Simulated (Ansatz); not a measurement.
**C3H8OSi: a dynamics run in two tries**

The task is a short trajectory. SMILES of the start: CC(O)=C[SiH3].

Program: Ansatz 0.2.0. Level of theory: RKS revPBE-D4/6-31G. These are calculated values, not measurements.

### 1 The structure to begin with

Bond lengths: C1–C2 1.504 Å, C2–O3 1.408 Å, C2–C4 1.361 Å, C4–Si5 1.894 Å, C1–H6 1.104 Å, C1–H7 1.104 Å, C1–H8 1.099 Å, O3–H9 0.989 Å, C4–H10 1.099 Å, Si5–H11 1.520 Å, Si5–H12 1.515 Å, Si5–H13 1.520 Å. Angles (14 of 19 angles, heavy atoms first): C1–C2–O3 109.5°, C1–C2–C4 127.0°, O3–C2–C4 123.5°, C2–C4–Si5 125.5°, C2–C1–H6 110.2°, C2–C1–H7 110.2°, C2–C1–H8 111.5°, C2–O3–H9 109.9°, C2–C4–H10 118.5°, Si5–C4–H10 115.9°, C4–Si5–H11 112.9°, C4–Si5–H12 108.4°, C4–Si5–H13 112.9°, H6–C1–H7 107.2°.

Coordinates:

```xyz
13

C    -1.2251   -0.6885    0.8827
C     0.0795   -0.9540    0.1825
O     0.4154   -2.3148    0.3162
C     0.8496   -0.0525   -0.4849
Si    0.4564    1.7878   -0.6958
H    -1.1377   -0.9292    1.9567
H    -2.0185   -1.3334    0.4665
H    -1.5314    0.3622    0.7792
H     1.2746   -2.4965   -0.1395
H     1.7841   -0.4006   -0.9468
H     0.3492    2.5250    0.6290
H     1.5731    2.4262   -1.4961
H    -0.8490    2.0337   -1.4348
```

### 2 The run

File input.yaml:

```yaml
crystal:
  periodic: [false, false, false]
  atoms:
    - { symbol: C, position_ang: [-1.225127, -0.688511, 0.882674] }
    - { symbol: C, position_ang: [0.079538, -0.953959, 0.182523] }
    - { symbol: O, position_ang: [0.41539, -2.314828, 0.316157] }
    - { symbol: C, position_ang: [0.84957, -0.052545, -0.484938] }
    - { symbol: Si, position_ang: [0.456396, 1.787761, -0.695809] }
    - { symbol: H, position_ang: [-1.13774, -0.929197, 1.956715] }
    - { symbol: H, position_ang: [-2.018491, -1.333444, 0.4665] }
    - { symbol: H, position_ang: [-1.531379, 0.362244, 0.779153] }
    - { symbol: H, position_ang: [1.274647, -2.496476, -0.139471] }
    - { symbol: H, position_ang: [1.784127, -0.400633, -0.946757] }
    - { symbol: H, position_ang: [0.349188, 2.525043, 0.629045] }
    - { symbol: H, position_ang: [1.573144, 2.42618, -1.496111] }
    - { symbol: H, position_ang: [-0.848963, 2.033666, -1.434781] }
basis:
  gaussian: { orbitals: "6-31G" }
hamiltonian:
  xc: revpbe
  dispersion: d4
md:
  timestep: 0.5
  n_steps: 25
  ensemble: nve
  temperature: 700.0
  initial_velocities: maxwell_boltzmann
  seed: 748896
  friction: 0.01
scf:
  lower_state_search: "off"
```

The run is started by

```
$ ansatz run input.yaml --threads 1 --pin off --max-ram 2048MiB --backend cpu --events-out ev --progress --plain --runs-dir out
```

Q: Predict the outcome of this session. Wanted: first try.

The runs gave:

| quantity | value |
| --- | --- |
| first try | refused |
| cause | friction belongs to the Langevin ensembles, and this run is at constant energy |

**Reading.** The fault in the first input was caught at the input check and cost nothing.
